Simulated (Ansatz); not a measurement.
**C4H7FSi: a ladder of functionals and wavefunction methods**

Aim: compute C4H7FSi with functionals from several rungs and with coupled cluster, and see how far each lands from CCSD(T) at the basis-set limit for the atomisation energy.

Computed with Ansatz 0.2.0, Gaussian basis. Level: functionals in def2-TZVPP, the program's frozen cores in correlated methods.

The runs, in order: LDA (SPW92), PBE-D4, revPBE-D4, BLYP-D4, r2SCAN-D4, B97M-V, PBE0-D4, B3LYP-D4, r2SCANh-D4, r2SCAN0-D4, HSE06-D4, BHLYP-D4, CAM-B3LYP-D4, LC-ωPBE, ωB97X-V, ωB97M-V, B2PLYP, PBE-QIDH; CCSD(T)/def2-SVP; CCSD(T)/def2-TZVPP; MP2/def2-QZVPP; extrapolation to the limit; RPA on PBE.

## (1) The geometry

The geometry comes from an earlier relaxation with PBE0-D4 in a triple-zeta def2 set; it is a stationary point, not always the lowest conformer.

SMILES `C=C[SiH](F)C=C`, 13 atoms, charge 0, spin multiplicity 1.

Atoms are counted from 1 here; the program's logs count them from 0.

Bond lengths: C1–C2 1.331 Å, C1–H7 1.087 Å, C1–H8 1.087 Å, C2–Si3 1.850 Å, C2–H9 1.089 Å, Si3–F4 1.606 Å, Si3–C5 1.852 Å, Si3–H10 1.486 Å, C5–C6 1.331 Å, C5–H11 1.089 Å, C6–H12 1.087 Å, C6–H13 1.087 Å. Angles: C2–C1–H7 122.5°, C2–C1–H8 121.5°, H7–C1–H8 116.0°, C1–C2–Si3 121.7°, C1–C2–H9 118.4°, Si3–C2–H9 119.8°, C2–Si3–F4 110.0°, C2–Si3–C5 111.7°, C2–Si3–H10 108.9°, F4–Si3–C5 107.5°, F4–Si3–H10 106.7°, C5–Si3–H10 111.8°, Si3–C5–C6 122.8°, Si3–C5–H11 118.9°, C6–C5–H11 118.3°, C5–C6–H12 121.7°, C5–C6–H13 122.3°, H12–C6–H13 116.0°.

## (2) LDA

This LDA is Slater exchange with PW92 correlation.

in.yaml reads:

```yaml
crystal:
  periodic: [false, false, false]
  atoms:
    - {symbol: C, position_ang: [0.831417, 0.621715, -2.074856]}
    - {symbol: C, position_ang: [-0.131464, 0.682763, -1.158170]}
    - {symbol: Si, position_ang: [-0.695500, -0.819942, -0.238570]}
    - {symbol: F, position_ang: [-2.266891, -1.051681, -0.474232]}
    - {symbol: C, position_ang: [-0.423872, -0.650344, 1.585337]}
    - {symbol: C, position_ang: [0.339071, 0.302776, 2.114790]}
    - {symbol: H, position_ang: [1.183346, 1.499289, -2.610385]}
    - {symbol: H, position_ang: [1.312030, -0.318413, -2.332934]}
    - {symbol: H, position_ang: [-0.581123, 1.650784, -0.941979]}
    - {symbol: H, position_ang: [0.000245, -2.010972, -0.792011]}
    - {symbol: H, position_ang: [-0.889997, -1.370299, 2.257052]}
    - {symbol: H, position_ang: [0.833185, 1.047216, 1.496018]}
    - {symbol: H, position_ang: [0.509953, 0.382408, 3.184839]}
basis:
  gaussian: {orbitals: def2-TZVPP}
hamiltonian: {xc: lda}
output: {orbitals: {seedname: orbitals}}
```

Run with:

```
> ansatz run in.yaml --threads 4 --pin off --events-out ev --progress --plain --max-ram 10444MiB
```

After this run come: PBE-D4 (GGA); revPBE-D4 (GGA); BLYP-D4 (GGA); r2SCAN-D4 (meta-GGA); B97M-V (meta-GGA); PBE0-D4 (hybrid); B3LYP-D4 (hybrid); r2SCANh-D4 (hybrid); r2SCAN0-D4 (hybrid); HSE06-D4 (hybrid); BHLYP-D4 (hybrid); CAM-B3LYP-D4 (range-separated); LC-ωPBE (range-separated); ωB97X-V (range-separated); ωB97M-V (range-separated); B2PLYP (double hybrid); PBE-QIDH (double hybrid); CCSD(T) in def2-SVP; CCSD(T) in def2-TZVPP; MP2 in def2-QZVPP; RPA on PBE orbitals.

Q: Predict the results of all the runs planned. Wanted: atomisation energy, CCSD(T)/CBS; farthest beyond LDA; mean size of error, GGA; mean size of error, meta-GGA; mean size of error, hybrid; mean size of error, range-separated; mean size of error, double hybrid; gap, smallest and largest; T1 diagnostic.

**Answer**, as computed:

| quantity | value |
| --- | --- |
| atomisation energy, CCSD(T)/CBS | 55.680 eV |
| functionals within 0.278 eV (0.5 %) | revPBE-D4, BLYP-D4, r2SCAN-D4, B97M-V, PBE0-D4, B3LYP-D4, r2SCANh-D4, HSE06-D4, CAM-B3LYP-D4, LC-ωPBE, ωB97X-V, ωB97M-V, PBE-QIDH |
| farthest beyond LDA | BHLYP-D4 (-1.445 eV) |
| mean size of error, GGA | 0.465 eV |
| mean size of error, meta-GGA | 0.083 eV |
| mean size of error, hybrid | 0.445 eV |
| mean size of error, range-separated | 0.140 eV |
| mean size of error, double hybrid | 0.380 eV |
| gap, smallest and largest | 5.05 eV (LDA (SPW92)), 12.35 eV (LC-ωPBE) |
| T1 diagnostic | 0.0116 |
| triples share of the correlation energy | 4.0 % |

In words: The LDA atomisation energy is off by 7.364 eV (13 %): it overbinds. PBE-D4 is off by +1.027 eV. Double hybrids carry the basis error of their MP2 part in triple zeta, and no dispersion term here, so their miss is partly the set-up's. The rungs meta-GGA, range-separated miss on average by less than the doubt on the reference (0.278 eV), so they tie. The reference freezes the cores and leaves out relativity and excitations past (T), so misses under about 0.278 eV can't be ranked. Hartree-Fock recovers 75 % of the binding; the rest is correlation. CCSD(T) in def2-SVP is off by -2.780 eV, more than most functionals: a good method in a small basis is no reference. Orbital gaps span 5.1 to 12.3 eV; exact exchange widens them.
